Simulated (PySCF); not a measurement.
# ClFH2Si: the cost of one run

Computed with PySCF 2.14.0; each step states its level. No surroundings beyond the atoms listed, unless a continuum is named. Atoms count from 0, parts from 1.

### Step 1. Starting point

Each species was relaxed by itself at GFN2-xTB.

### Step 2. Reaction energy: PBE0-D3(BJ)/def2-TZVPD

The job: settings as JSON, then the geometry in Å.

```
{"job": {"kind": "react", "xc": "PBE0", "basis": "def2-TZVPD", "disp": "d3bj"}, "charge": 0, "multiplicity": 1}
-1 ClH3Si charge 0 multiplicity 1
Si     0.050410    -0.083250    -0.084910
Cl    -0.734060     1.216050     1.232950
H     -1.023460    -0.558080    -0.949770
H      1.069030     0.614630    -0.860800
H      0.638090    -1.189340     0.662540

-1 F2 charge 0 multiplicity 1
F      0.701420     0.001590    -0.002210
F     -0.701420    -0.001590     0.002210

+1 ClFH2Si charge 0 multiplicity 1
F      1.117780    -1.079760    -0.000870
Si    -0.115180    -0.050770     0.001020
Cl     0.651590     1.791540    -0.016410
H     -0.818250    -0.321750     1.238410
H     -0.835930    -0.339250    -1.222140

+1 FH charge 0 multiplicity 1
F      0.466220     0.001430    -0.001990
H     -0.466220    -0.001430     0.001990
```

With the program's defaults for keys left out, this is: PBE0-D3(BJ)/def2-TZVPD reaction energy of separated species, gas phase.

Run with:

```
$ OMP_NUM_THREADS=1 python cluster_run.py task.json out
```

One launch serves the whole session: the jobs run in the order shown.

**Question.** How long does this first job take on 1 thread of Intel Xeon at 2.50GHz, shared host, and how much memory does it need?

About 12 s, with a peak of 0.48 GiB.
